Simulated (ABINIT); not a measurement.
Crystal: RbP2.

```
Rb P
1.0
     3.46583    0.00000    0.00000
     0.00000    3.46583    0.00000
     0.00000    0.00000    5.80153
Rb P
1 2
Direct
  0.50000 0.50000 0.00000
  0.00000 0.50000 0.50000
  0.50000 0.00000 0.50000
```

The cell was built by a generator and needn't be a form met in nature.

The cell isn't the ideal one: volume scaled by 0.96.

Base run:

```yaml
Program: ABINIT 10.8.3 (patched build)
Functional: AM05
Potentials_or_basis: PseudoDojo NC SR PBEsol v0.4.1 standard
Cutoff: 517 eV
k_mesh: 8 × 8 × 6, shifted
Occupations: fermi-dirac, width 0.05 eV
Spin: no spin polarisation
```

Its results: pressure -1.2 GPa.

**Question.** The run is repeated on the same cell with these changes: k mesh from 8 × 8 × 6, shifted to 6 × 6 × 4; other keys from diemix = 0.1 to none. What comes out?

**Answer.** Pressure -1.6 GPa.

Caveats: the cutoff is short for stress, so the pressure is rough; the potentials were made for another functional, which shifts forces and pressure.
